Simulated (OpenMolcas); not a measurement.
# InSiH5 (SMILES [SiH3][InH2]): levels of theory compared

We compute a comparison of 6 runs (HF/STO-3G, HF/def2-TZVP, TPSS/def2-TZVP, r2SCAN/def2-TZVP, MP2/def2-TZVP, CCSD(T)/def2-TZVP) of InSiH5. 

The results are computed with OpenMolcas 26.06.

## 1. The molecule

InSiH5: 7 atoms, total charge 0, spin state singlet. SMILES: `[SiH3][InH2]`. Geometry: relaxed at PBE0-D4/def2-TZVP.

Bond lengths: Si1–In2 2.575 Å, Si1–H3 1.488 Å, Si1–H4 1.491 Å, Si1–H5 1.491 Å, In2–H6 1.729 Å, In2–H7 1.730 Å. Angles: Si1–In2–H6 122.1°, Si1–In2–H7 119.9°, In2–Si1–H3 113.2°, In2–Si1–H4 110.5°, In2–Si1–H5 110.1°, H6–In2–H7 118.0°, H3–Si1–H4 107.8°, H3–Si1–H5 107.7°, H4–Si1–H5 107.3°.

## 2. Energy and forces at HF/STO-3G (run 1)

Contents of struct.xyz:

```xyz
7

Si    -0.667100    -0.641500    -0.642100
In     0.830800     0.837600     0.840500
H     -2.119900    -0.371100    -0.463600
H     -0.432000    -2.083300    -0.345900
H     -0.338000    -0.425500    -2.080000
H      0.179100     2.062100     1.872000
H      2.547100     0.621800     0.819100
```

Contents of mol.input:

```
&gateway
baslib = $CurrDir
coord = struct.xyz
basis = STO-3G
group = NoSym
&seward
&scf
thresholds = 1e-10 1e-07 1e-07 1e-05
prorbitals = 1
&alaska
```

The basis set STO-3G is read from a file made from the Basis Set Exchange's data (not shown).

Run with:

```sh
$ export MOLCAS_MEM=1860
$ pymolcas mol.input > mol.log
```

The log of the run:

```text
--- Start Module: gateway ---
[...]
--- Stop Module: gateway /rc=_RC_ALL_IS_WELL_ ---
[...]
      Basis functions           41
[...]
--- Start Module: scf ---
[...]
       Convergence after  10 Iterations
[...]
::    Total SCF energy                              -5971.3778841179
[...]
      Total spin, S                                     0.0000000000
[...]
      Total electronic charge=   68.000000
      Total            charge=   -0.000000
[...]
      Dipole Moment (debye):
      Origin of the operator (angstrom)=    0.5181    0.5280    0.5301
                   X=  1.9535E-01               Y=  2.8703E-01               Z=  2.9263E-01           Total=  4.5407E-01
      Quadrupole Moment (debye*angstrom):
[...]
--- Stop Module: scf /rc=_RC_ALL_IS_WELL_ ---
--- Start Module: alaska ---
[...]
 *              Molecular gradients               *
 **************************************************
  Irreducible representation: a
 ------------------------------------------------------------------------------------------
                              X                       Y                       Z
 ------------------------------------------------------------------------------------------
  SI1               3.72385845182066E-03    7.25600232456003E-03    7.51962724921640E-03
  IN2              -1.39731752713868E-02   -1.32692210087413E-02   -1.33162648687044E-02
  H3               -3.11197097522866E-02    8.14728347652527E-03    5.99570974732491E-03
  H4                8.05883113237826E-03   -3.10190450469410E-02    8.85564085251134E-03
  H5                1.02344791079493E-02    7.06118707920467E-03   -3.08835649407495E-02
  H6               -1.24377748014308E-02    2.56413038742824E-02    2.17067607241681E-02
  H7                3.55134911329120E-02   -3.81751069894309E-03    1.22091236229499E-04
 ------------------------------------------------------------------------------------------
--- Stop Module: alaska /rc=_RC_ALL_IS_WELL_ ---
[...]
```

Run time: 2.7 s. Hardware: 1 thread of Arm Neoverse V1, shared host; peak memory 0.38 GiB.

## 3. Energy and gradient at HF/def2-TZVP (core potential) (run 2)

struct.xyz is that of step 2.

Contents of job.input:

```
* H5InSi Hartree-Fock

&GATEWAY
  BASLIB=$CurrDir
  COORD=struct.xyz
  BASIS=def2-TZVP
  GROUP=NoSym

&SEWARD

&SCF
  THRESHOLDS=1e-10 1e-07 1e-07 1e-05
  PRORBITALS=1 2

&ALASKA
```

The basis set def2-TZVP is read from a file made from the Basis Set Exchange's data (not shown).

Run with:

```sh
$ export MOLCAS_MEM=1860
$ pymolcas job.input > job.log
```

The log of the run:

```text
--- Start Module: gateway ---
[...]
--- Stop Module: gateway /rc=_RC_ALL_IS_WELL_ ---
[...]
      Basis functions          117
[...]
--- Start Module: scf ---
[...]
       Convergence after  14 Iterations
[...]
::    Total SCF energy                               -481.0316430135
[...]
      Total spin, S                                     0.0000000000
[...]
      Total electronic charge=   40.000000
      Total            charge=   -0.000000
[...]
      Dipole Moment (debye):
      Origin of the operator (angstrom)=    0.5181    0.5280    0.5301
                   X= -3.0327E-02               Y=  5.4354E-02               Z=  5.8918E-02           Total=  8.5705E-02
      Quadrupole Moment (debye*angstrom):
[...]
--- Stop Module: scf /rc=_RC_ALL_IS_WELL_ ---
[...]
--- Start Module: alaska ---
[...]
 *              Molecular gradients               *
 **************************************************
  Irreducible representation: a
 ------------------------------------------------------------------------------------------
                              X                       Y                       Z
 ------------------------------------------------------------------------------------------
  SI1               5.93414162953110E-03    6.61765894022714E-03    6.64729614789561E-03
  IN2              -2.42819304208464E-03   -2.69649154452889E-03   -2.73908702727343E-03
  H3               -3.27535517770272E-03    7.00950648236387E-04    4.64461054836107E-04
  H4                8.51793938966339E-04   -3.13112630584111E-03    7.54213798561887E-04
  H5                1.05651094349080E-03    5.85906229994715E-04   -3.06740104326808E-03
  H6                7.01973288693258E-04   -2.15713742532708E-03   -1.85454299041954E-03
  H7               -2.84087158089585E-03    8.02394572274601E-05   -2.04939940329385E-04
 ------------------------------------------------------------------------------------------
--- Stop Module: alaska /rc=_RC_ALL_IS_WELL_ ---
[...]
```

Run time: 23 s. Hardware: 1 thread of Arm Neoverse V1, shared host; peak memory 0.72 GiB.

Runs 3 to 5 aren't shown in full; the table further down has their settings and results.

## 4. A single-point energy at CCSD(T)/def2-TZVP (Cholesky decomposition, core potential) (run 6)

Contents of input.xyz:

```xyz
7

Si    -0.667100    -0.641500    -0.642100
In     0.830800     0.837600     0.840500
H     -2.119900    -0.371100    -0.463600
H     -0.432000    -2.083300    -0.345900
H     -0.338000    -0.425500    -2.080000
H      0.179100     2.062100     1.872000
H      2.547100     0.621800     0.819100
```

Contents of job.inp:

```
>>> EXPORT MOLCAS_PRINT=2

&GATEWAY
 BasLib = $CurrDir
 Coord = input.xyz
 Basis = def2-TZVP
 Group = NoSym

&SEWARD
 High

&SCF
 Thresholds = 1e-10 1e-07 1e-07 1e-05
 PrOrbitals = 1 2

&CHCC
 Frozen = 9
 Threshold = 1e-08
 MaxIterations = 80

&CHT3
 Frozen = 9
```

The basis set def2-TZVP is read from a file made from the Basis Set Exchange's data (not shown).

Run with:

```sh
$ export MOLCAS_MEM=1860
$ pymolcas job.inp > job.log
```

The log of the run:

```text
--- Start Module: gateway ---
[...]
--- Stop Module: gateway /rc=_RC_ALL_IS_WELL_ ---
[...]
      Basis functions          117
[...]
       Convergence after  14 Iterations
[...]
::    Total SCF energy                               -481.0316429754
[...]
      Total spin, S                                     0.0000000000
[...]
      Total electronic charge=   40.000000
      Total            charge=   -0.000000
[...]
      Dipole Moment (debye):
      Origin of the operator (angstrom)=    0.5181    0.5280    0.5301
                   X= -3.0327E-02               Y=  5.4354E-02               Z=  5.8918E-02           Total=  8.5705E-02
      Quadrupole Moment (debye*angstrom):
[...]
--- Start Module: chcc ---
[...]
--- Stop Module: chcc /rc=_RC_ALL_IS_WELL_ ---
[...]
--- Start Module: cht3 ---
[...]
--- Stop Module: cht3 /rc=_RC_ALL_IS_WELL_ ---
[...]
```

Wall time 9.3 min (1 thread of Arm Neoverse V1, shared host); peak memory 0.25 GiB.

## 5. Overview of the runs

```tsv
run	level	integration grid	task	energy (Eh)	dipole moment (D) of the reference	HOMO energy (eV)	LUMO energy (eV)	wall time
1	HF/STO-3G	–	gradient	-5971.377884	0.45	-7.20	5.46	2.7 s
2	HF/def2-TZVP (core potential)	–	gradient	-481.031643	0.09	-9.69	0.32	23 s
3	TPSS/def2-TZVP (core potential)	UltraFine	gradient	-482.563445	0.06	-6.47	-2.71	62 s
4	r2SCAN/def2-TZVP (core potential)	UltraFine	gradient	-482.644514	0.07	-6.59	-2.63	64 s
5	MP2/def2-TZVP (core potential)	–	energy	-481.441521	0.09	-9.69	0.32	18 s
6	CCSD(T)/def2-TZVP (Cholesky decomposition, core potential)	–	energy	-481.487694	0.09	-9.69	0.32	9.3 min
```

## 6. What came out

| quantity | value |
| --- | --- |
| run 6: total energy | -481.48769 Eh |
| run 6: dipole moment (mean-field density) | 0.09 D |
| run 6: HOMO energy (Hartree–Fock orbitals) | -9.69 eV |
| run 6: LUMO energy (Hartree–Fock orbitals) | 0.32 eV |
| run 6: HOMO–LUMO gap (Hartree–Fock orbitals) | 10.01 eV |
| run 6: correlation energy (9 core orbitals frozen) | -456.1 mEh |
| run 6: (T) correction | -12.13 mEh |

**Reading.** Below the HF energy at the same shape and in the same basis (def2-TZVP): MP2 -409.9 mEh; CCSD(T) -456.1 mEh. Over runs 1, 2, 3, 4 the dipole moment (its size) runs from 0.06 D (TPSS/def2-TZVP) to 0.45 D (HF/STO-3G). The two ends differ in method and basis and core potential. Over runs 1, 2, 3, 4 the HOMO–LUMO gap runs from 3.76 eV (TPSS/def2-TZVP) to 12.66 eV (HF/STO-3G). Totals of different functionals can't be ranked against each other. Some runs of one species differ in core potentials or relativity; totals across that change don't compare. In run 1 the basis is minimal, so the values are rough. In run 1 relativity is left out where basis or elements ask for it. All runs together took 12 min, the longest 9.3 min.
